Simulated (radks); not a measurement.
# Ni in [Ar] 3d8 4s2: an all-electron calculation

An exercise on one series of results from a longer session: the logs are not shown, and one member is left open.

Program: radks (a radial shooting solver on a logarithmic mesh, Libxc functionals) version 1. Level of theory: Dirac Kohn-Sham, PBE, spin-unpolarised, spherical densities, finite nucleus; open shells fill j = l - 1/2 first. These are calculated values, not measurements, unless marked.

### The atom as given

- element: nickel (Z = 28)
- charge: 0
- electrons: 28
- configuration: [Ar] 3d8 4s2
- nuclear rms radius: 3.7757 fm

The first run:

Settings of this run:

```text
Z 28
configuration [Ar] 3d8 4s2 4p0 5s0 4d0 4f0
relativity Dirac
functional pbe,pbe
spin unpolarised
j_filling energy
nucleus finite rms 3.7757 fm
c 137.035999084
```

Command:

```sh
python run_ks.py task.json out
```

This one command runs every case of the session in turn.

Steps of the session up to this table: Self-consistent calculation.

One table of the session follows, with a row left open; its other results are not shown here.

It belongs to the step «Radial structure». Radial moments (bohr):

| level | <r> | outermost maximum (interpolated) | 90 % within | nodes |
| --- | --- | --- | --- | --- |
| 1s1/2 | 0.05409 | 0.0354 | 0.0966 | 0 |
| 2s1/2 | 0.2447 | 0.205 | 0.379 | 1 |
| 2p1/2 | 0.2131 | 0.163 | 0.349 | 0 |
| 2p3/2 | 0.2163 | 0.166 | 0.354 | 0 |
| 3s1/2 | 0.7399 | 0.639 | 1.11 | 2 |
| 3p1/2 | 0.7717 | 0.642 | 1.19 | 1 |
| 3p3/2 | 0.7819 | 0.650 | 1.21 | 1 |
| 3d3/2 | 1.007 | 0.629 | 1.78 | 0 |
| 3d5/2 | ? | ? | ? | ? |
| 4s1/2 | 2.808 | 2.24 | 4.33 | 3 |
| 4p1/2 | 4.339 | 3.15 | 7.04 | 2 |
| 4p3/2 | 4.409 | 3.20 | 7.15 | 2 |

Estimate the missing values for 3d5/2.

**Answer.** <r>: 1.015; outermost maximum (interpolated): 0.631; 90 % within: 1.79; nodes: 0. In the column «<r>» it lies between 3d3/2 (1.007) and 4s1/2 (2.808).

To keep in mind: Spin polarisation and multiplet splitting are left out.
